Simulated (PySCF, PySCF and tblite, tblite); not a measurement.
# C₄H₉BO₂: a path driven as rotation about a bond, and NMR exchange

Aim: the barrier and rate of rotation about a bond in C₄H₉BO₂ (`C=CB(O)OCC`), and what it does to NMR lines.

Computed with tblite 0.8.0 (tight binding) and PySCF 2.14.0 (DFT, with response routines of our own); each step states its level. Atoms count from 0 throughout.

## 1. The molecule as given

16 atoms, charge 0, multiplicity 1; geometry from: force field or distance geometry start.

Bonds of the start (Å): B2–O3 1.46, B2–O4 1.47, C0–C1 1.32, C0–H7 1.09, C0–H8 1.09, C1–B2 1.58, C1–H9 1.09, C5–C6 1.53, C5–H11 1.11, C5–H12 1.10, C6–H13 1.11, C6–H14 1.11, C6–H15 1.11, O3–H10 0.98, O4–C5 1.42.

## 2. GFN2-xTB relaxation, start minimum

The job: settings as JSON, then the geometry in Å.

```
{"job": {"xc": "GFN2-xTB", "basis": "xTB", "kind": "relax"}, "charge": 0, "multiplicity": 1}
C     -3.111800     0.101400     0.387100
C     -1.862600     0.304900     0.765300
B     -0.706700    -0.734500     0.457500
O     -1.014500    -1.965400    -0.266800
O      0.654700    -0.472900     0.933100
C      1.354600     0.223200    -0.081700
C      2.774800     0.504000     0.403900
H     -3.873200     0.846300     0.632700
H     -3.408500    -0.785100    -0.166400
H     -1.607400     1.198300     1.331600
H     -0.886400    -1.753700    -1.216600
H      0.874100     1.201800    -0.303300
H      1.426900    -0.381000    -1.003100
H      2.748600     1.118700     1.327100
H      3.337400     1.057100    -0.373000
H      3.292300    -0.454200     0.639000
```

Command:

```console
> OMP_NUM_THREADS=1 python ens_run.py task.json out
```

One launch serves the whole session.

The program printed:

```text
step      E/eV     max force
  0    -612.42020    2.462
  1    -612.61848    1.506
  2    -612.70489    0.891
  3    -612.72645    0.441
  4    -612.73884    0.361
  5    -612.74845    0.326
  6    -612.76101    0.370
  7    -612.78164    0.469
  8    -612.80816    0.694
  9    -612.84393    0.934
 10    -612.90525    1.039
 11    -612.99880    0.869
 12    -613.05647    1.563
 13    -613.11988    1.250
 14    -613.18963    0.696
 15    -613.22073    0.670
 16    -613.25798    0.804
 17    -613.28555    0.439
 18    -613.30665    0.761
 19    -613.32306    0.431
 20    -613.33725    0.325
 21    -613.36970    0.456
 22    -613.38942    0.405
 23    -613.41351    0.311
 24    -613.42912    0.436
 25    -613.43965    0.324
 26    -613.44759    0.314
 27    -613.45632    0.281
 28    -613.46480    0.275
 29    -613.47344    0.262
 30    -613.48347    0.263
 31    -613.49536    0.411
 32    -613.51065    0.573
 33    -613.52891    0.613
 34    -613.55099    0.456
 35    -613.57946    0.395
 36    -613.60648    0.306
 37    -613.62438    0.499
 38    -613.62197    0.535
 39    -613.64542    0.353
 40    -613.65411    0.268
 41    -613.66494    0.205
 42    -613.67156    0.199
 43    -613.67914    0.214
 44    -613.68883    0.213
 45    -613.69644    0.211
 46    -613.70328    0.210
 47    -613.70974    0.186
 48    -613.71691    0.185
 49    -613.72349    0.279
 50    -613.72908    0.188
 51    -613.73333    0.267
 52    -613.73701    0.158
 53    -613.74058    0.155
 54    -613.74445    0.152
 55    -613.74758    0.181
 56    -613.75031    0.187
 57    -613.75358    0.160
 58    -613.75747    0.152
 59    -613.76108    0.132
 60    -613.76347    0.131
 61    -613.76504    0.134
 62    -613.76631    0.113
 63    -613.76755    0.073
 64    -613.76873    0.084
 65    -613.76980    0.085
 66    -613.77094    0.086
 67    -613.77265    0.129
 68    -613.77497    0.136
 69    -613.77792    0.149
 70    -613.78105    0.161
 71    -613.78493    0.160
 72    -613.78660    0.238
 73    -613.79150    0.182
 74    -613.79376    0.145
 75    -613.79660    0.122
 76    -613.79805    0.123
 77    -613.80086    0.086
 78    -613.80207    0.078
 79    -613.80286    0.073
 80    -613.80376    0.083
 81    -613.80474    0.076
 82    -613.80550    0.058
 83    -613.80599    0.057
 84    -613.80649    0.051
 85    -613.80705    0.046
 86    -613.80771    0.061
 87    -613.80829    0.063
 88    -613.80884    0.053
 89    -613.80929    0.044
 90    -613.80965    0.043
 91    -613.80995    0.042
 92    -613.81023    0.034
 93    -613.81048    0.034
 94    -613.81068    0.032
 95    -613.81084    0.029
 96    -613.81097    0.027
 97    -613.81113    0.031
 98    -613.81136    0.038
 99    -613.81172    0.053
100    -613.81227    0.076
101    -613.81295    0.084
102    -613.81374    0.062
103    -613.81468    0.074
104    -613.81596    0.104
105    -613.81782    0.148
106    -613.82000    0.136
107    -613.82154    0.131
108    -613.81905    0.346
109    -613.82316    0.098
110    -613.82353    0.071
111    -613.82412    0.043
112    -613.82452    0.041
113    -613.82468    0.025
114    -613.82480    0.025
115    -613.82494    0.027
116    -613.82511    0.030
117    -613.82528    0.027
118    -613.82542    0.025
119    -613.82553    0.026
120    -613.82562    0.028
121    -613.82573    0.026
122    -613.82586    0.030
123    -613.82601    0.028
124    -613.82616    0.033
125    -613.82632    0.036
126    -613.82653    0.048
127    -613.82687    0.065
128    -613.82731    0.068
129    -613.82777    0.050
130    -613.82812    0.048
131    -613.82839    0.041
132    -613.82859    0.037
133    -613.82884    0.035
134    -613.82904    0.038
135    -613.82926    0.046
136    -613.82946    0.060
137    -613.82967    0.042
138    -613.82984    0.029
139    -613.82998    0.025
140    -613.83010    0.024
141    -613.83020    0.030
142    -613.83027    0.020
143    -613.83035    0.018
144    -613.83043    0.021
145    -613.83051    0.021
146    -613.83057    0.020
147    -613.83062    0.018
148    -613.83070    0.025
149    -613.83081    0.027
150    -613.83099    0.029
151    -613.83122    0.036
152    -613.83149    0.050
153    -613.83184    0.065
154    -613.83161    0.153
155    -613.83247    0.058
156    -613.83290    0.051
157    -613.83084    0.310
158    -613.83386    0.069
159    -613.83435    0.080
160    -613.82781    0.457
161    -613.83494    0.064
162    -613.83542    0.061
163    -613.82992    0.449
164    -613.83639    0.049
165    -613.83709    0.046
166    -613.83025    0.481
167    -613.83828    0.042
168    -613.83905    0.051
169    -613.83501    0.380
170    -613.84063    0.049
171    -613.84145    0.052
172    -613.84029    0.292
173    -613.84347    0.065
174    -613.84432    0.066
175    -613.84472    0.183
176    -613.84746    0.059
177    -613.84850    0.061
178    -613.85019    0.117
179    -613.85124    0.079
180    -613.85191    0.066
181    -613.85321    0.060
182    -613.85360    0.042
183    -613.85408    0.051
184    -613.85445    0.040
185    -613.85479    0.038
186    -613.85509    0.047
187    -613.85528    0.041
188    -613.85539    0.038
189    -613.85548    0.036
190    -613.85557    0.030
191    -613.85566    0.024
192    -613.85574    0.025
193    -613.85581    0.029
194    -613.85590    0.038
195    -613.85603    0.045
196    -613.85620    0.048
197    -613.85639    0.039
198    -613.85656    0.034
199    -613.85672    0.036
200    -613.85690    0.041
201    -613.85711    0.038
202    -613.85733    0.036
203    -613.85756    0.044
204    -613.85779    0.041
205    -613.85803    0.032
206    -613.85826    0.033
207    -613.85844    0.037
208    -613.85852    0.047
209    -613.85870    0.031
210    -613.85884    0.022
211    -613.85896    0.019
212    -613.85903    0.023
213    -613.85910    0.018
214    -613.85915    0.015
215    -613.85920    0.018
216    -613.85924    0.017
217    -613.85927    0.015
218    -613.85929    0.009
219    -613.85930    0.008
220    -613.85931    0.009
221    -613.85931    0.007
222    -613.85932    0.004
223    -613.85932    0.004
224    -613.85932    0.004
225    -613.85933    0.004
226    -613.85933    0.003
227    -613.85933    0.003
228    -613.85933    0.002
```

Run time: 4 s. Hardware: 1 thread of Intel Xeon at 2.50GHz, shared host.

Gain 1.439 eV; displacement 0.97 Å root mean square.

## 3. Relaxed scan, rotation

The job: settings as JSON, then the geometry in Å.

```
{"job": {"xc": "GFN2-xTB", "basis": "xTB", "coordinate": [["t", [1, 2, 3, 10], 0.5], ["t", [4, 2, 3, 10], 0.5]], "kind": "drive"}, "charge": 0, "multiplicity": 1}
C     -3.157001    -0.282230     0.887727
C     -2.087690     0.474249     0.677902
B     -0.733566    -0.051344     0.079960
O     -0.625452    -1.361304    -0.260023
O      0.255046     0.872828    -0.067524
C      1.543234     0.596583    -0.568585
C      2.458549     0.011146     0.504582
H     -4.075650     0.105233     1.301188
H     -3.144528    -1.332409     0.646859
H     -2.135741     1.526067     0.931881
H      0.216105    -1.630846    -0.629259
H      1.946299     1.552677    -0.919476
H      1.487393    -0.085361    -1.430647
H      2.539747     0.706214     1.336230
H      3.448803    -0.166011     0.092388
H      2.056852    -0.926547     0.883163
```

The program printed:

```text
point  coordinate     E/eV
  0    104.200     -613.83746
  1    119.000     -613.77644
  2    133.800     -613.68895
  3    148.900     -613.59619
  4    164.200     -613.52420
  5    179.700     -613.49856
  6    195.100     -613.53025
  7    210.400     -613.60855
  8    225.500     -613.70845
  9    240.400     -613.80312
 10    255.100     -613.87082
 11    269.700     -613.89804
```

Wall time 3.7 s (1 thread of Intel Xeon at 2.50GHz, shared host).

The highest point is number 5, 7.8 kcal/mol above the first.

## 4. Nudged elastic band, leg 1

The job, as its differences from that of step 3:

```diff
@@ -1,2 +1,2 @@
-{"job": {"xc": "GFN2-xTB", "basis": "xTB", "coordinate": [["t", [1, 2, 3, 10], 0.5], ["t", [4, 2, 3, 10], 0.5]], "kind": "drive"}, "charge": 0, "multiplicity": 1}
+{"job": {"xc": "GFN2-xTB", "basis": "xTB", "kind": "neb"}, "charge": 0, "multiplicity": 1}
 C     -3.157001    -0.282230     0.887727
```

The program printed:

```text
image   E - E0 / eV
  0       0.0000
  1       0.0637
  2       0.2408
  3       0.3606
  4       0.2161
  5       0.0153
  6      -0.0399
```

Wall time 4.5 s (1 thread of Intel Xeon at 2.50GHz, shared host); peak memory 0.19 GiB.

The highest point is number 3, 8.3 kcal/mol above the first.

## 5. Saddle search, leg 1

The job: settings as JSON, then the geometry in Å.

```
{"job": {"xc": "GFN2-xTB", "basis": "xTB", "kind": "saddle"}, "charge": 0, "multiplicity": 1}
C     -3.106509    -0.313554     0.644599
C     -2.054594     0.472132     0.445605
B     -0.714110     0.002264    -0.233743
O     -0.596834    -1.228356    -0.859237
O      0.290910     0.899221    -0.238585
C      1.570862     0.636424    -0.779333
C      2.498967     0.051410     0.280662
H     -4.011775     0.027831     1.122785
H     -3.098579    -1.343357     0.324622
H     -2.105034     1.500572     0.780333
H     -0.291014    -1.969547    -0.349514
H      1.962017     1.594704    -1.136171
H      1.482329    -0.053997    -1.626022
H      2.586544     0.737511     1.119329
H      3.484756    -0.120495    -0.142735
H      2.102064    -0.892762     0.647405
```

The program printed:

```text
step      E/eV     max force
  0    -613.49872   0.0366
  1    -613.50178   0.1067
  2    -613.50026   0.0205
  3    -613.50176   0.0410
  4    -613.50295   0.0629
  5    -613.50420   0.0429
  6    -613.50549   0.0365
  7    -613.50601   0.0415
  8    -613.50632   0.0102
  9    -613.50517   0.1570
 10    -613.50626   0.0616
 11    -613.50639   0.0052
 12    -613.50646   0.0055
 13    -613.50649   0.0046
lowest wavenumbers (cm-1): -576.6 41.9 61.8 126.6 147.6 198.2
```

Wall time 8.8 s (1 thread of Intel Xeon at 2.50GHz, shared host); peak memory 0.19 GiB.

Point group C1; 1 imaginary mode, 577i cm⁻¹, carried by H10, O3. Steps downhill from it reached both ends.

## 6. Shieldings, start: BP86/pcSseg-1

The job: settings as JSON, then the geometry in Å.

```
{"job": {"kind": "nmr", "xc": "BP86", "basis": "pcSseg-1", "pop": false}, "charge": 0, "multiplicity": 1}
C     -3.157001    -0.282230     0.887727
C     -2.087690     0.474249     0.677902
B     -0.733566    -0.051344     0.079960
O     -0.625452    -1.361304    -0.260023
O      0.255046     0.872828    -0.067524
C      1.543234     0.596583    -0.568585
C      2.458549     0.011146     0.504582
H     -4.075650     0.105233     1.301188
H     -3.144528    -1.332409     0.646859
H     -2.135741     1.526067     0.931881
H      0.216105    -1.630846    -0.629259
H      1.946299     1.552677    -0.919476
H      1.487393    -0.085361    -1.430647
H      2.539747     0.706214     1.336230
H      3.448803    -0.166011     0.092388
H      2.056852    -0.926547     0.883163
```

The program printed:

```text
coarse grid: 13184 points
cycle   1  E = -332.8858803600  dE =  7.068e-01  |g| = 1.041e+00  |ddm| = 3.425e+00
cycle   2  E = -332.4207319926  dE =  4.651e-01  |g| = 1.850e+00  |ddm| = 2.255e+00
cycle   3  E = -333.0861974366  dE = -6.655e-01  |g| = 2.348e-01  |ddm| = 1.668e+00
cycle   4  E = -333.0971620098  dE = -1.096e-02  |g| = 9.383e-02  |ddm| = 2.233e-01
cycle   5  E = -333.0985713335  dE = -1.409e-03  |g| = 5.775e-02  |ddm| = 9.758e-02
cycle   6  E = -333.0993993024  dE = -8.280e-04  |g| = 9.491e-03  |ddm| = 4.791e-02
cycle   7  E = -333.0994211901  dE = -2.189e-05  |g| = 2.168e-03  |ddm| = 8.100e-03
cycle   8  E = -333.0994219690  dE = -7.789e-07  |g| = 1.245e-03  |ddm| = 2.309e-03
final grid: 126808 points
cycle   9  E = -333.1841231827  dE = -6.432e-05  |g| = 8.872e-03  |ddm| = 2.786e-02
cycle  10  E = -333.1840859187  dE =  3.726e-05  |g| = 1.610e-02  |ddm| = 1.569e-02
cycle  11  E = -333.1841386698  dE = -5.275e-05  |g| = 2.115e-03  |ddm| = 1.068e-02
cycle  12  E = -333.1841397195  dE = -1.050e-06  |g| = 6.080e-04  |ddm| = 2.087e-03
cycle  13  E = -333.1841398520  dE = -1.325e-07  |g| = 2.614e-04  |ddm| = 5.588e-04
cycle  14  E = -333.1841398682  dE = -1.612e-08  |g| = 3.802e-05  |ddm| = 1.945e-04
cycle  15  E = -333.1841398685  dE = -3.020e-10  |g| = 1.432e-05  |ddm| = 4.033e-05
converged SCF energy = -333.1841398685

GIAO shielding tensors (ppm)
atom      isotropic    diamagn.    paramagn.     s11        s22        s33       span
  0 C       41.709     253.394    -211.686    -81.555     42.958    163.723    245.278
  1 C       41.124     258.158    -217.034    -72.139     32.663    162.849    234.988
  2 B       72.657     198.382    -125.725     60.561     70.732     86.679     26.118
  3 O      228.419     390.472    -162.052    123.841    237.804    323.613    199.773
  4 O      186.619     397.948    -211.329     78.524    176.511    304.822    226.299
  5 C      118.705     245.412    -126.707     84.411    112.365    159.340     74.929
  6 C      162.041     249.638     -87.596    142.450    162.886    180.788     38.338
  7 H       25.447      27.858      -2.411     22.508     25.275     28.558      6.049
  8 H       25.232      32.126      -6.893     21.774     24.512     29.411      7.637
  9 H       25.568      32.189      -6.621     22.684     24.986     29.033      6.349
 10 H       27.968      34.785      -6.817     21.678     26.522     35.704     14.026
 11 H       27.374      29.325      -1.951     22.321     27.375     32.425     10.104
 12 H       27.458      32.137      -4.679     23.565     27.353     31.457      7.892
 13 H       30.190      29.871       0.319     26.903     28.223     35.444      8.541
 14 H       30.691      28.108       2.583     27.125     27.638     37.310     10.185
 15 H       30.526      32.085      -1.559     26.331     30.900     34.346      8.015
```

It took 72 s on 1 thread of Intel Xeon at 2.50GHz, shared host; peak memory 0.58 GiB.

This run: HOMO -6.50 eV, LUMO -1.40 eV; dipole 2.65 D.

## 7. Shieldings, saddle of leg 1: BP86/pcSseg-1

The job: settings as JSON, then the geometry in Å.

```
{"job": {"kind": "nmr", "xc": "BP86", "basis": "pcSseg-1", "pop": false}, "charge": 0, "multiplicity": 1}
C     -3.185154    -0.256518     0.554544
C     -2.041942     0.418280     0.556467
B     -0.733735    -0.059053    -0.178444
O     -0.692336    -1.239796    -0.904344
O      0.312719     0.786268    -0.131596
C      1.558676     0.540173    -0.752298
C      2.610850     0.160432     0.284426
H     -4.073813     0.091878     1.058506
H     -3.273434    -1.194458     0.029317
H     -1.995967     1.360954     1.087895
H     -0.388578    -2.025418    -0.463873
H      1.847950     1.467356    -1.259018
H      1.452355    -0.255419    -1.499155
H      2.697987     0.946449     1.030296
H      3.573514     0.021516    -0.200270
H      2.330908    -0.762646     0.787548
```

The program printed:

```text
coarse grid: 13184 points
cycle   1  E = -332.8723843747  dE =  7.026e-01  |g| = 1.056e+00  |ddm| = 3.420e+00
cycle   2  E = -332.3503287182  dE =  5.221e-01  |g| = 1.928e+00  |ddm| = 2.380e+00
cycle   3  E = -333.0712033106  dE = -7.209e-01  |g| = 2.874e-01  |ddm| = 1.817e+00
cycle   4  E = -333.0880713481  dE = -1.687e-02  |g| = 1.062e-01  |ddm| = 2.632e-01
cycle   5  E = -333.0897020738  dE = -1.631e-03  |g| = 6.145e-02  |ddm| = 1.060e-01
cycle   6  E = -333.0905729343  dE = -8.709e-04  |g| = 1.216e-02  |ddm| = 5.265e-02
cycle   7  E = -333.0906035514  dE = -3.062e-05  |g| = 6.099e-03  |ddm| = 1.178e-02
cycle   8  E = -333.0906112541  dE = -7.703e-06  |g| = 1.357e-03  |ddm| = 4.418e-03
final grid: 126808 points
cycle   9  E = -333.1742103666  dE = -5.518e-05  |g| = 9.456e-03  |ddm| = 2.633e-02
cycle  10  E = -333.1741589938  dE =  5.137e-05  |g| = 1.837e-02  |ddm| = 1.781e-02
cycle  11  E = -333.1742269014  dE = -6.791e-05  |g| = 2.774e-03  |ddm| = 1.285e-02
cycle  12  E = -333.1742287800  dE = -1.879e-06  |g| = 5.691e-04  |ddm| = 2.421e-03
cycle  13  E = -333.1742288583  dE = -7.832e-08  |g| = 2.497e-04  |ddm| = 5.142e-04
cycle  14  E = -333.1742288724  dE = -1.408e-08  |g| = 5.733e-05  |ddm| = 1.973e-04
cycle  15  E = -333.1742288731  dE = -6.935e-10  |g| = 2.442e-05  |ddm| = 5.722e-05
converged SCF energy = -333.1742288731

GIAO shielding tensors (ppm)
atom      isotropic    diamagn.    paramagn.     s11        s22        s33       span
  0 C       39.746     253.315    -213.570    -83.267     39.849    162.655    245.922
  1 C       38.966     258.755    -219.789    -74.234     28.157    162.975    237.209
  2 B       68.855     197.006    -128.151     56.773     68.015     81.776     25.003
  3 O      274.020     391.165    -117.145    194.555    269.852    357.652    163.098
  4 O      146.022     398.286    -252.264      0.770    146.986    290.308    289.538
  5 C      118.268     244.457    -126.189     83.408    111.078    160.318     76.909
  6 C      161.322     248.473     -87.151    142.960    160.033    180.973     38.014
  7 H       25.369      28.134      -2.765     22.483     25.225     28.399      5.916
  8 H       25.256      31.997      -6.741     21.639     24.816     29.313      7.674
  9 H       25.369      32.718      -7.350     22.320     24.808     28.979      6.659
 10 H       30.580      34.296      -3.716     23.352     25.424     42.966     19.614
 11 H       27.629      29.101      -1.472     22.700     27.454     32.732     10.032
 12 H       26.553      31.043      -4.490     22.197     28.101     29.360      7.163
 13 H       30.119      29.670       0.448     26.783     28.274     35.299      8.516
 14 H       30.623      27.659       2.964     27.076     27.630     37.162     10.087
 15 H       30.781      31.709      -0.928     27.156     30.142     35.047      7.891
```

It took 90 s on 1 thread of Intel Xeon at 2.50GHz, shared host; peak memory 0.59 GiB.

Key values: HOMO -6.62 eV, LUMO -1.65 eV; dipole 2.04 D.

Orbitals, density, ELF and potential are computed afterwards from the orbital file.

Frontier orbitals at BP86/pcSseg-1, with the share of their density that lies nearest to each atom:

```csv
orbital,energy (eV),lies on
HOMO,-6.62,"C0, C1 about 34 % each; O4 12 %"
LUMO,-1.65,C0 28 %; B2 22 %; C1 20 %
```

ELF in a plane through or near 8 of the atoms.

Ten even steps from '0' (0.00) to '9' (1.00):
```
0000000000000000000000000000
0000000000000000000000000000
0000000000000000000000000000
0000000000000000022000000000
0000000000000000599500000000
0000000585001100899800000000
0000002797104510799701870000
0000001697216730488428995000
0000156656516854822859997000
0000699923714763966866994000
0000899946611431554526530000
0000699943200145300699300000
0000047300000267610799700000
0000000000000588630399600000
0000000000000699620065000000
0000000000000265200000000000
0000000000000010000000000000
0000000000000000000000000000
0000000000000000000000000000
0000000000000000000000000000
```
The map spans 13.5 Å across and 9.2 Å up, centred on the molecule. Atoms in the plane (x, y in Å): C0 (3.2, 0.1), C1 (2.0, 0.7), C6 (-2.6, 0.2), H7 (4.1, 0.7), H8 (3.3, -1.0), H9 (2.0, 1.8), H10 (0.5, -2.0), H14 (-3.6, -0.2).

log10 of the density (e/Å³) in the same plane.

Ten even steps from '0' (-4.0) to '9' (1.2):
```
0000000000000000000000000000
0000000000000000000000000000
0000000000000000111100000000
0000000111000001233210000000
0000001222211123454421100000
0000023444434434566543321000
0000124565545555677655442100
0000235676656665677766653200
0001346777767776788878864200
0002457788767777778898764200
0002457877766667767787653200
0001356766655667656787542100
0000234555444678755676532000
0000123333334678754555431000
0000011222234677654344310000
0000000000112455532221100000
0000000000001344321000000000
0000000000000112100000000000
0000000000000000000000000000
0000000000000000000000000000
```
The map spans 13.5 Å across and 9.2 Å up, centred on the molecule. Atoms in the plane (x, y in Å): C0 (3.2, 0.1), C1 (2.0, 0.7), C6 (-2.6, 0.2), H7 (4.1, 0.7), H8 (3.3, -1.0), H9 (2.0, 1.8), H10 (0.5, -2.0), H14 (-3.6, -0.2).

On the surface of density 0.002 e/bohr³ the electrostatic potential runs, from the 1st to the 99th percentile, from -1.32 V near O3 to 2.13 V near H10.

[end of part 1 of 2]
